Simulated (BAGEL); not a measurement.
**InPH6 (SMILES [PH3+][InH3-]), step by step**

Aim: a single-point energy (HF/x2c-SVPall), then the energy (NEVPT2(2,2)/x2c-SVPall) of InPH6. 

The results are computed with BAGEL 1.2.2.

1 further run of the same task is left out (set aside as unsound or not needed).

## (1) The molecule

InPH6: 8 atoms, total charge 0, spin state singlet. SMILES: `[PH3+][InH3-]`. The In2–H7 distance was set to 2.770 Å, away from the relaxed value. At this shape a bond of the SMILES string is far longer than usual.

Bond lengths: P1–In2 2.782 Å, P1–H3 1.411 Å, P1–H4 1.411 Å, P1–H5 1.411 Å, In2–H6 1.731 Å, In2–H8 1.731 Å. Angles: P1–In2–H6 95.3°, P1–In2–H8 95.2°, In2–P1–H3 119.8°, In2–P1–H4 119.6°, In2–P1–H5 119.7°, H6–In2–H8 119.2°, H3–P1–H4 97.6°, H3–P1–H5 97.6°, H4–P1–H5 97.6°.

## (2) The energy at HF/x2c-SVPall (DKH2, density fitting with AutoAux) (run 1)

File input.json:

```json
{ "bagel" : [

{
  "title" : "molecule",
  "basis" : "x2c-svpall.json",
  "df_basis" : "x2c-svpall-autoaux.json",
  "dkh" : "true",
  "geometry" : [
    { "atom" : "P", "xyz" : [    -2.88333089,    -0.15451346,    -1.11918085 ] },
    { "atom" : "In", "xyz" : [    -0.20880151,    -0.46159395,     3.39613075 ] },
    { "atom" : "H", "xyz" : [    -5.53688432,    -0.41869717,    -1.11011016 ] },
    { "atom" : "H", "xyz" : [    -2.36479004,    -1.88984896,    -3.07599225 ] },
    { "atom" : "H", "xyz" : [    -2.75766411,     2.07139495,    -2.58220681 ] },
    { "atom" : "H", "xyz" : [    -1.71812576,     2.07196186,     4.81172459 ] },
    { "atom" : "H", "xyz" : [     4.49017824,     0.26588447,     1.20734602 ] },
    { "atom" : "H", "xyz" : [    -1.18125457,    -3.50197431,     4.11233695 ] }
  ]
},

{ "title" : "hf" },

{ "title" : "print", "file" : "orbitals.molden", "orbitals" : "true" }

]}
```

The basis set x2c-SVPall is read from a file made from the Basis Set Exchange's data (not shown).

Command:

```
$ BAGEL_NUM_THREADS=1 BAGEL input.json > input.out
```

What it wrote:

```text
* using 1 threads per process

  ===============================================================
  ===============================================================

  *** Geometry ***

  { "atom" : "P", "xyz" : [     -2.883331,     -0.154513,     -1.119181 ] },
  { "atom" : "In", "xyz" : [     -0.208802,     -0.461594,      3.396131 ] },
  { "atom" : "H", "xyz" : [     -5.536884,     -0.418697,     -1.110110 ] },
  { "atom" : "H", "xyz" : [     -2.364790,     -1.889849,     -3.075992 ] },
  { "atom" : "H", "xyz" : [     -2.757664,      2.071395,     -2.582207 ] },
  { "atom" : "H", "xyz" : [     -1.718126,      2.071962,      4.811725 ] },
  { "atom" : "H", "xyz" : [      4.490178,      0.265884,      1.207346 ] },
  { "atom" : "H", "xyz" : [     -1.181255,     -3.501974,      4.112337 ] },

  Number of auxiliary basis functions:      647

  Since a DF basis is specified, we compute 2- and 3-index integrals:
    o Being stored without compression. Storage requirement is 0.037 GB

  Number of basis functions:       84
  Number of electrons      :       70

    * METHOD: MOLECULE                             0.40

  *** RHF ***

  === Nuclear Repulsion ===
   225.9738663572

      * DIIS with orbital gradients will be used.

  === RHF iteration (x2c-svpall.json) ===
      0      -6220.91053021          0.00650864           0.14
      1      -6220.95447283          0.00185237           0.14
      2      -6220.95790898          0.00050705           0.14
      3      -6220.95814528          0.00007346           0.14
      4      -6220.95815224          0.00001731           0.14
      5      -6220.95815262          0.00000280           0.14
      6      -6220.95815263          0.00000060           0.14
      7      -6220.95815264          0.00000015           0.13
      8      -6220.95815264          0.00000004           0.14
      9      -6220.95815264          0.00000001           0.14
     10      -6220.95815264          0.00000000           0.13
    * SCF iteration converged.

    * Permanent dipole moment:
           (    1.956715,     0.070609,     0.946253) a.u.

    * METHOD: HF                                   1.97

    * METHOD: PRINT                                0.02

  ===============================================================
```

It took 2.5 s on 1 thread of Arm Neoverse V1, shared host; peak memory 0.17 GiB.

## (3) The energy at NEVPT2(2,2)/x2c-SVPall (DKH2, density fitting with AutoAux) (run 2)

File job.json:

```json
{ "bagel" : [

{
  "title" : "molecule",
  "basis" : "x2c-svpall.json",
  "df_basis" : "x2c-svpall-autoaux.json",
  "angstrom" : false,
  "dkh" : true,
  "geometry" : [
    { "atom" : "P", "xyz" : [ -2.88333089, -0.15451346, -1.11918085 ] },
    { "atom" : "In", "xyz" : [ -0.20880151, -0.46159395,  3.39613075 ] },
    { "atom" : "H", "xyz" : [ -5.53688432, -0.41869717, -1.11011016 ] },
    { "atom" : "H", "xyz" : [ -2.36479004, -1.88984896, -3.07599225 ] },
    { "atom" : "H", "xyz" : [ -2.75766411,  2.07139495, -2.58220681 ] },
    { "atom" : "H", "xyz" : [ -1.71812576,  2.07196186,  4.81172459 ] },
    { "atom" : "H", "xyz" : [  4.49017824,  0.26588447,  1.20734602 ] },
    { "atom" : "H", "xyz" : [ -1.18125457, -3.50197431,  4.11233695 ] }
  ]
},
{ "title" : "hf" },
{ "title" : "casscf", "nstate" : 1, "nact" : 2, "nclosed" : 34, "active" : [35, 36], "maxiter" : 200, "natocc" : true },
{ "title" : "nevpt2", "nstate" : 1, "nact" : 2, "nclosed" : 34, "active" : [35, 36], "maxiter" : 200, "natocc" : true, "ncore" : 23 },
{ "title" : "print", "file" : "orbitals.molden", "orbitals" : true }

]}
```

The basis set x2c-SVPall is read from a file made from the Basis Set Exchange's data (not shown).

Command:

```
$ BAGEL_NUM_THREADS=1 BAGEL job.json > job.out
```

What it wrote:

```text
* using 1 threads per process

  ===============================================================
  ===============================================================

  *** Geometry ***

  { "atom" : "P", "xyz" : [     -2.883331,     -0.154513,     -1.119181 ] },
  { "atom" : "In", "xyz" : [     -0.208802,     -0.461594,      3.396131 ] },
  { "atom" : "H", "xyz" : [     -5.536884,     -0.418697,     -1.110110 ] },
  { "atom" : "H", "xyz" : [     -2.364790,     -1.889849,     -3.075992 ] },
  { "atom" : "H", "xyz" : [     -2.757664,      2.071395,     -2.582207 ] },
  { "atom" : "H", "xyz" : [     -1.718126,      2.071962,      4.811725 ] },
  { "atom" : "H", "xyz" : [      4.490178,      0.265884,      1.207346 ] },
  { "atom" : "H", "xyz" : [     -1.181255,     -3.501974,      4.112337 ] },

  Number of auxiliary basis functions:      647

  Since a DF basis is specified, we compute 2- and 3-index integrals:
    o Being stored without compression. Storage requirement is 0.037 GB

  Number of basis functions:       84
  Number of electrons      :       70

    * METHOD: MOLECULE                             0.40

  *** RHF ***

  === Nuclear Repulsion ===
   225.9738663572

      * DIIS with orbital gradients will be used.

  === RHF iteration (x2c-svpall.json) ===
      0      -6220.91053021          0.00650864           0.14
      1      -6220.95447283          0.00185237           0.14
      2      -6220.95790898          0.00050705           0.14
      3      -6220.95814528          0.00007346           0.14
      4      -6220.95815224          0.00001731           0.14
      5      -6220.95815262          0.00000280           0.14
      6      -6220.95815263          0.00000060           0.13
      7      -6220.95815264          0.00000015           0.14
      8      -6220.95815264          0.00000004           0.14
      9      -6220.95815264          0.00000001           0.14
     10      -6220.95815264          0.00000000           0.13
    * SCF iteration converged.

    * Permanent dipole moment:
           (    1.956715,     0.070609,     0.946253) a.u.

    * METHOD: HF                                   1.96

  ---------------------------
      CASSCF calculation
  ---------------------------

    ==== Active orbitals : =====
         Orbital 35
         Orbital 36
    ============================

    * nstate   :      1
    * nclosed  :     34
    * nact     :      2
    * nvirt    :     48
  === CASSCF iteration (x2c-svpall.json) ===

    * Using the second-order algorithm

      0  0     -6220.97225898     2.01e-03      0.04

      1  0     -6220.99047918     9.33e-04      0.58

      2  0     -6220.99309212     4.53e-04      0.58

      3  0     -6220.99330331     1.89e-04      0.63

      4  0     -6220.99332869     6.89e-05      0.63

      5  0     -6220.99333183     2.43e-05      0.62

      6  0     -6220.99333221     8.49e-06      0.62

      7  0     -6220.99333226     2.96e-06      0.62

      8  0     -6220.99333226     1.03e-06      0.63

      9  0     -6220.99333227     3.59e-07      0.61

     10  0     -6220.99333227     1.25e-07      0.60

     11  0     -6220.99333227     4.36e-08      0.55

     12  0     -6220.99333227     1.52e-08      0.54

     13  0     -6220.99333227     5.30e-09      0.51

    * Second-order optimization converged. *

     guess   0:   closed 1.                   open ..

  === FCI iteration ===

      0  0     -6220.95475723     6.49e-02      0.00
      1  0     -6220.99257640     8.08e-03      0.00
      2  0 *   -6220.99333227     1.50e-16      0.00

     * ci vector, state   0, <S^2> = 0.0000
       2.     0.9583684344
       .2    -0.2855344882

    * METHOD: CASSCF                               8.22

    * freezing 23 orbitals

  === DF-NEVPT2 calculation ===

    * 3-index integral transformation done
    * assembly done

      NEVPT2 correlation energy:   -0.2393539421      0.12

          (+0)     -0.1980981582
          (+0)'    -0.0193948790
          (+1)     -0.0050362549
          (+1)'    -0.0027562470
          (+2)     -0.0002087419
          (-1)     -0.0098142650
          (-1)'    -0.0008894588
          (-2)     -0.0031559373

      NEVPT2 total energy:       -6221.2326862074

    * METHOD: NEVPT2                               0.32

    * METHOD: PRINT                                0.02

  ===============================================================
```

Wall time 11 s (1 thread of Arm Neoverse V1, shared host); peak memory 0.18 GiB.

## (4) Results

| quantity | value |
| --- | --- |
| run 1, HF/x2c-SVPall: total energy | -6220.95815 Eh |
| run 1, HF/x2c-SVPall: dipole moment | 5.53 D |
| run 1, HF/x2c-SVPall: HOMO energy | -8.08 eV |
| run 1, HF/x2c-SVPall: LUMO energy | 1.46 eV |
| run 1, HF/x2c-SVPall: HOMO–LUMO gap | 9.54 eV |
| run 2, NEVPT2(2,2)/x2c-SVPall: total energy | -6221.23269 Eh |

In words: One bond (run 1, HF/x2c-SVPall) is far stretched, which a spin-restricted single reference describes badly; a broken-symmetry solution may lie lower.
